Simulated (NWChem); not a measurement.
# One shape, several levels: SeF (Selenium monofluoride)

Aim: a comparison of 6 runs (UHF/3-21G, UHF/def2-SVP, UHF/aug-cc-pVTZ, UB3LYP/3-21G, UB3LYP/cc-pVDZ, UCCSD(T)/6-31G*) of SeF (Selenium monofluoride). 

The calculation is run with NWChem 7.3.0.

2 further runs of the same task are left out: 2 set aside as unsound or not needed. Runs told in other sessions of the task aren't counted.

## 1. The molecule

SeF: 2 atoms, total charge 0, spin state doublet. SMILES: `F[Se]`. The coordinates come from a PBE0-D4/def2-TZVP relaxation.

Bond lengths: F1–Se2 1.737 Å.

## 2. Energy and forces at UHF/3-21G (run 1)

fse.nw reads:

```
START fse
TITLE "FSe hf"
memory stack 880 mb heap 220 mb global 1100 mb
charge 0

GEOMETRY units angstroms noautosym nocenter noautoz
  F      0.000000     0.000000     0.035070
  Se     0.000000     0.000000     1.772540
END

BASIS spherical bse
  * library 3-21G
END

SCF
  doublet
  uhf
  thresh 1e-08
  maxiter 80
END

TASK scf gradient
```

Run with:

```
$ nwchem fse.nw > fse.out
```

Log:

```text
[...]
  functions       =    31
[...]
  wavefunction    = UHF
[...]
         Total SCF energy =  -2487.341480147523
      One electron energy =  -3655.143990017156
      Two electron energy =   1074.604792387370
 Nuclear repulsion energy =     93.197717482263
                       Sz =      0.5000
                 Sz(Sz+1) =      0.7500
                      S^2 =      0.7523
[...]
                         UHF ENERGY GRADIENTS
    atom               coordinates                        gradient
                 x          y          z           x          y          z
   1 F       0.000000   0.000000   0.066273   -0.000000  -0.000000   0.002759
   2 Se      0.000000   0.000000   3.349615    0.000000   0.000000  -0.002759
[...]
```

Run time: 2.5 s. Hardware: 1 thread of Intel Xeon Platinum 8259CL at 2.50GHz (Skylake/Cascade Lake), shared host; peak memory 0.1 GiB.

## 3. Energy and gradient at UHF/def2-SVP (run 2)

fse.xyz reads:

```xyz
2
Selenium monofluoride
F      0.000000     0.000000     0.035070
Se     0.000000     0.000000     1.772540
```

fse.nw reads:

```
start fse
title "Selenium monofluoride"
memory stack 880 mb heap 220 mb global 1100 mb
geometry noautosym nocenter noautoz
   load fse.xyz
end
basis spherical bse
   * library def2-SVP
end
scf
   doublet
   uhf
   thresh 1e-08
   maxiter 80
   noprint "final vectors analysis"
end
task scf gradient
```

Run with:

```
$ nwchem fse.nw > fse.out
```

Log:

```text
[...]
  functions       =    46
[...]
  wavefunction    = UHF
[...]
         Total SCF energy =  -2498.853417557318
      One electron energy =  -3667.399264876936
      Two electron energy =   1075.348129837355
 Nuclear repulsion energy =     93.197717482263
                       Sz =      0.5000
                 Sz(Sz+1) =      0.7500
                      S^2 =      0.7594
[...]
                         UHF ENERGY GRADIENTS
    atom               coordinates                        gradient
                 x          y          z           x          y          z
   1 F       0.000000   0.000000   0.066273   -0.000000  -0.000000  -0.003098
   2 Se      0.000000   0.000000   3.349615    0.000000   0.000000   0.003098
[...]
```

Run time: 10 s. Hardware: 1 thread of Intel Xeon Platinum 8259CL at 2.50GHz (Skylake/Cascade Lake), shared host; peak memory 0.1 GiB.

Runs 3 to 5 aren't shown in full; the table further down has their settings and results.

## 4. A single-point energy at UCCSD(T)/6-31G(d) (spherical functions) (run 6)

geom.nw reads:

```
start geom
title "Selenium monofluoride"
memory total 2200 mb

geometry units angstrom noautosym nocenter noautoz
   F      0.000000     0.000000     0.035070
   Se     0.000000     0.000000     1.772540
end

basis spherical bse
   F library 6-31G*
   Se library 6-31G*
end

scf
   nopen 1
   uhf
   thresh 1e-08
   maxiter 80
end

tce
   scf
   ccsd(t)
   freeze core 10
   maxiter 60
end

task tce
```

Run with:

```
$ nwchem geom.nw > geom.out
```

Log:

```text
[...]
  functions       =    46
[...]
  wavefunction    = UHF
[...]
         Total SCF energy =  -2498.927107681994
      One electron energy =  -3666.999152711118
      Two electron energy =   1074.874327546861
 Nuclear repulsion energy =     93.197717482263
                       Sz =      0.5000
                 Sz(Sz+1) =      0.7500
                      S^2 =      0.7590
[...]
         Wavefunction type : Unrestricted Hartree-Fock
          No. of electrons :    43
[...]
         Spin multiplicity : doublet
[...]
 CCSD total energy / hartree       =     -2499.337917449546694
[...]
 CCSD[T] total energy / hartree       =     -2499.347196554415859
[...]
 CCSD(T) total energy / hartree       =     -2499.345699529208559
[...]
```

Wall time 30 s (1 thread of Intel Xeon Platinum 8259CL at 2.50GHz (Skylake/Cascade Lake), shared host); peak memory 0.51 GiB.

## 5. The series

```tsv
run	level	iteration cap	module	energy (Eh)	⟨S²⟩	largest force (eV/Å)	wall time
1	UHF/3-21G	80	scf	-2487.341480	0.752	0.142	2.5 s
2	UHF/def2-SVP	80	scf	-2498.853418	0.759	0.159	10 s
3	UHF/aug-cc-pVTZ	80	scf	-2499.328220	0.763	0.826	8.2 min
4	UB3LYP/3-21G	100	dft	-2489.442089	0.750	1.232	4.5 s
5	UB3LYP/cc-pVDZ	100	dft	-2501.342973	0.752	1.214	52 s
6	UCCSD(T)/6-31G* (spherical functions)	80	tce	-2499.345700	0.759	–	30 s
```

## 6. Results

| quantity | value |
| --- | --- |
| run 6: total energy | -2499.34570 Eh |
| run 6: HOMO energy (Hartree–Fock orbitals) (highest over α and β) | -9.74 eV |
| run 6: LUMO energy (Hartree–Fock orbitals) (lowest over α and β) | -0.23 eV |
| run 6: correlation energy (10 core orbitals frozen) | -418.6 mEh |
| run 6: (T) correction | -7.78 mEh |
| run 6: ⟨S²⟩ of the reference determinant | 0.759 |

What this shows: Over runs 1, 2, 3 the dipole moment (its size) runs from 1.76 D (UHF/aug-cc-pVTZ) to 2.16 D (UHF/3-21G). All runs together took 9.8 min, the longest 8.2 min.
